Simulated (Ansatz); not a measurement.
# Si2H5NOF2: basis-set convergence

Aim: see how fast density functionals and correlated methods converge with the basis set for Si2H5NOF2.

Computed with Ansatz 0.2.0, Gaussian basis. Level: one geometry, several basis sets.

The runs, in order: PBE0-D4/def2-SVP; ωB97M-V/def2-SVP; PBE0-D4/def2-QZVPP; ωB97M-V/def2-QZVPP; CCSD(T)/cc-pV(D+d)Z; CCSD(T)/cc-pV(T+d)Z; MP2/cc-pV(Q+d)Z; the functionals' def2-TZVPP values are taken from earlier runs.

### 1 The relaxed structure

The geometry comes from an earlier relaxation with PBE0-D4/def2-TZVP; it is a stationary point, not always the lowest conformer.

SMILES `O[SiH](F)N[SiH2]F`, 11 atoms, charge 0, spin multiplicity 1.

Atoms are counted from 1 here; the program's logs count them from 0.

Bond lengths: O1–Si2 1.630 Å, O1–H7 0.958 Å, Si2–F3 1.587 Å, Si2–N4 1.712 Å, Si2–H8 1.475 Å, N4–Si5 1.712 Å, N4–H9 1.012 Å, Si5–F6 1.601 Å, Si5–H10 1.479 Å, Si5–H11 1.477 Å. Angles: Si2–O1–H7 117.8°, O1–Si2–F3 103.3°, O1–Si2–N4 112.5°, O1–Si2–H8 114.0°, F3–Si2–N4 111.0°, F3–Si2–H8 108.4°, N4–Si2–H8 107.6°, Si2–N4–Si5 128.5°, Si2–N4–H9 115.8°, Si5–N4–H9 115.7°, N4–Si5–F6 111.4°, N4–Si5–H10 109.7°, N4–Si5–H11 108.9°, F6–Si5–H10 106.2°, F6–Si5–H11 106.9°, H10–Si5–H11 113.7°.

Geometry (Å):

```xyz
11
F2H5NOSi2
O    -1.9306   -1.6082   -0.3393
Si   -0.3688   -1.3074    0.0155
F     0.4036   -2.4985   -0.6947
N     0.1584    0.2078   -0.5811
Si    0.9828    1.4536    0.2547
F    -0.0371    2.5460    0.8287
H    -2.5785   -0.9420   -0.1069
H    -0.0637   -1.3485    1.4578
H    -0.0602    0.3991   -1.5511
H     1.8759    2.1728   -0.6788
H     1.6837    0.8682    1.4158
```

### 2 PBE0-D4 in def2-SVP

The input, in.yaml:

```yaml
crystal:
  periodic: [false, false, false]
  atoms:
    - {symbol: O, position_ang: [-1.930600, -1.608196, -0.339284]}
    - {symbol: Si, position_ang: [-0.368764, -1.307434, 0.015496]}
    - {symbol: F, position_ang: [0.403618, -2.498519, -0.694741]}
    - {symbol: N, position_ang: [0.158351, 0.207842, -0.581138]}
    - {symbol: Si, position_ang: [0.982781, 1.453646, 0.254749]}
    - {symbol: F, position_ang: [-0.037144, 2.546005, 0.828737]}
    - {symbol: H, position_ang: [-2.578462, -0.941957, -0.106907]}
    - {symbol: H, position_ang: [-0.063671, -1.348485, 1.457750]}
    - {symbol: H, position_ang: [-0.060167, 0.399109, -1.551071]}
    - {symbol: H, position_ang: [1.875891, 2.172803, -0.678833]}
    - {symbol: H, position_ang: [1.683668, 0.868186, 1.415846]}
basis:
  gaussian: {orbitals: def2-SVP}
hamiltonian: {xc: pbe0, dispersion: d4}
output: {orbitals: {seedname: orbitals}}
```

Run with:

```
> ansatz run in.yaml --threads 2 --pin off --events-out ev --progress --plain --max-ram 20480MiB --backend cpu
```

After this run come: ωB97M-V in def2-SVP; PBE0-D4 in def2-QZVPP; ωB97M-V in def2-QZVPP; CCSD(T) in cc-pV(D+d)Z; CCSD(T) in cc-pV(T+d)Z; MP2 in cc-pV(Q+d)Z.

Before running them: what should the planned runs give, taken together? Wanted: MP2 correlation recovered, cc-pV(D+d)Z; MP2 correlation recovered, cc-pV(T+d)Z; MP2 correlation recovered, cc-pV(Q+d)Z; CCSD(T) limit from def2 sets; PBE0-D4: double and triple zeta above quadruple; ωB97M-V: double and triple zeta above quadruple.

**Answer**, as computed:

```
                                                  quantity           value
                    MP2 correlation recovered, cc-pV(D+d)Z          67.4 %
                    MP2 correlation recovered, cc-pV(T+d)Z          87.3 %
                    MP2 correlation recovered, cc-pV(Q+d)Z          94.7 %
CCSD(T) limit from def2 sets (earlier runs) minus this one         -55 meV
           PBE0-D4: double and triple zeta above quadruple  18.58, 1.10 eV
           ωB97M-V: double and triple zeta above quadruple  18.75, 1.02 eV
```

PBE0-D4 gains 17.49 eV from double to triple zeta, then 1.10 eV more. In cc-pV(D+d)Z MP2 holds 67 % of its limit, in cc-pV(Q+d)Z 95 %, while Hartree-Fock is within 0.320 eV in the largest set. A limit from the def2 sets, made apart, differs by 55 meV, a least measure of the doubt on such a limit. Total energies overstate the basis error of differences, where much of it tends to cancel. The LUMO of ωB97M-V is positive and keeps falling with the basis (2.75 to 1.26 eV): an unbound level that the basis holds in place.
